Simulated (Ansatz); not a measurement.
# SnHBrOF2 (SMILES [OH][Sn]([F])([F])[Br]) at CCSD(T)/def2-SVP (core potential)

Aim: the energy change on altering one bond length of SnHBrOF2 at CCSD(T)/def2-SVP (core potential), from 2 runs. 

The results are computed with Ansatz 0.2.0.

84 further runs of the same task are left out: 2 that didn't finish, 82 set aside as unsound or not needed. Runs told in other sessions of the task aren't counted.

## Step 1: The molecule

SnHBrOF2: 6 atoms, total charge 0, spin state singlet. SMILES: `[OH][Sn]([F])([F])[Br]`. The shape is that of a PBE0-D4/def2-TZVP optimisation. This is one conformer, not always the lowest.

Bond lengths: O1–Sn2 1.925 Å, Sn2–F3 1.886 Å, Sn2–F4 1.895 Å, Sn2–Br5 2.424 Å, O1–H6 0.962 Å. Angles: O1–Sn2–F3 105.7°, O1–Sn2–F4 109.6°, O1–Sn2–Br5 115.8°, F3–Sn2–F4 105.9°, F3–Sn2–Br5 110.7°, F4–Sn2–Br5 108.6°, Sn2–O1–H6 113.6°.

## Step 2: A single-point energy at CCSD(T)/def2-SVP (core potential)

File run.yaml:

```yaml
crystal:
  periodic: [false, false, false]
  atoms:
    - {symbol: O, position_ang: [-0.508100, 0.063600, 1.499700]}
    - {symbol: Sn, position_ang: [-0.078900, -0.013200, -0.374900]}
    - {symbol: F, position_ang: [-1.653500, 0.495100, -1.280000]}
    - {symbol: F, position_ang: [0.253500, -1.809000, -0.879000]}
    - {symbol: Br, position_ang: [1.795600, 1.350200, -1.085700]}
    - {symbol: H, position_ang: [0.233500, -0.150700, 2.073700]}
basis:
  gaussian:
    orbitals: def2-SVP
correlation:
  method: ccsd_t
  frozen_orbitals: {Br: 9, F: 1, H: 0, O: 1, Sn: 4}
accuracy: high
scf:
  omitted_lower_state_checks: [cluster_reference, increment]
```

Run with:

```bash
$ ansatz run run.yaml --threads 1 --pin off --max-ram 2610MiB --events-out events.jsonl --progress --plain --runs-dir runs
```

What it wrote, shortened:

```text
Warning: RAYON_NUM_THREADS=1 ignored (pool sized by the plan → 1); use --threads N
Functional definition: HF
  name "HF"
[...]
2159 factors; integrals over basis functions are off by at most 1.1e-8 eV
[...]
mean field -83257.35405200 eV, -3059.6513275496 hartree, gradient 2.2e-8 eV, S^2 0.000000; 0 other end points of the search recorded, 0 dependent functions left out
16 core orbitals not correlated: weight in the atoms' cores, before any rotation towards them, 1.000 or more for the frozen orbitals, at most 0.000 for the correlated occupied ones
reference -83257.35405200 eV, -3059.6513275496 hartree; 26, 26 occupied and 63, 63 virtual orbitals, 2159 factors
second order -24.48956126 eV of doubles, -0.00000000 eV of singles
cycle   1  -24.05458194 eV  change    4.3e-1 eV  update   1.2e-1
[...]
cycle  22  -24.68331840 eV  change   7.8e-10 eV  update   2.3e-9
perturbative correction -0.49528008 eV, -0.0182012072 hartree
Total energy: -83282.53265049 eV, -3060.5766239772 hartree
Checks for a lower state left out: cluster_reference, increment
```

It took 1.9 min on 1 thread of Arm Neoverse V2, shared host; peak memory 0.8 GiB.

## Step 3: The distorted shape

File molecule.yaml:

```yaml
crystal:
  periodic: [false, false, false]
  atoms:
    - {symbol: O, position_ang: [-1.101356, 0.235033, 1.040519]}
    - {symbol: Sn, position_ang: [-0.672156, 0.158233, -0.834081]}
    - {symbol: F, position_ang: [-2.246756, 0.666533, -1.739181]}
    - {symbol: F, position_ang: [-0.339756, -1.637567, -1.338181]}
    - {symbol: Br, position_ang: [1.202344, 1.521633, -1.544881]}
    - {symbol: H, position_ang: [0.233500, -0.150700, 2.073700]}
basis:
  gaussian:
    orbitals: def2-SVP
correlation:
  method: ccsd_t
  frozen_orbitals: {Br: 9, F: 1, H: 0, O: 1, Sn: 4}
accuracy: high
scf:
  omitted_lower_state_checks: [cluster_reference, increment]
```

Run with:

```bash
$ ansatz run molecule.yaml --threads 1 --pin off --max-ram 2610MiB --events-out events.jsonl --progress --plain --runs-dir runs
```

What it wrote, shortened:

```text
Warning: RAYON_NUM_THREADS=1 ignored (pool sized by the plan → 1); use --threads N
[... 2 set-up lines as earlier in the session ...]
[...]
2158 factors; integrals over basis functions are off by at most 1.1e-8 eV
[...]
mean field -83252.53916311 eV, -3059.4743836463 hartree, gradient 1.0e-8 eV, S^2 0.000000; 0 other end points of the search recorded, 0 dependent functions left out; unrestricted orbitals would lower it
16 core orbitals not correlated: weight in the atoms' cores, before any rotation towards them, 1.000 or more for the frozen orbitals, at most 0.000 for the correlated occupied ones
reference -83252.53916311 eV, -3059.4743836463 hartree; 26, 26 occupied and 63, 63 virtual orbitals, 2158 factors
second order -25.37842070 eV of doubles, -0.00000000 eV of singles
cycle   1  -24.65403606 eV  change    7.2e-1 eV  update   1.5e-1
[...]
cycle  31  -25.62954137 eV  change   5.0e-10 eV  update   2.9e-9
perturbative correction -0.64666971 eV, -0.0237646735 hartree
Total energy: -83278.81537419 eV, -3060.4400165929 hartree
Checks for a lower state left out: cluster_reference, increment
```

Wall time 2.3 min (1 thread of Arm Neoverse V2, shared host); peak memory 0.8 GiB.

## Step 4: What came out

At CCSD(T)/def2-SVP (core potential), 16 core orbitals frozen:

| quantity | value |
| --- | --- |
| first shape: total energy | -3060.57662 Eh |
| first shape: correlation energy (16 core orbitals frozen) | -925.3 mEh |
| first shape: (T) correction | -18.20 mEh |
| first shape: T1 diagnostic | 0.011 |
| distorted shape: total energy | -3060.44002 Eh |
| distorted shape: correlation energy (16 core orbitals frozen) | -965.6 mEh |
| distorted shape: (T) correction | -23.76 mEh |
| distorted shape: T1 diagnostic | 0.015 |
| energy change with the O1–H6 bond stretched from 0.962 to 1.732 Å | 3.717 eV |

What this shows: One bond (distorted shape) is far stretched, which a spin-restricted single reference describes badly; perturbation theory on it can break down and give far too much correlation. With the O1–H6 bond stretched from 0.962 to 1.732 Å the energy rises by 3.72 eV (86 kcal/mol). The first shape isn't relaxed at this level, so the change isn't measured from a minimum. A restricted reference can't describe the breaking bond well at this length. The triples (first shape) make up 2.0 % of the correlation energy. The restricted solution (distorted shape) is unstable to spin breaking: an unrestricted one lies lower. The triples (distorted shape) make up 2.5 % of the correlation energy.
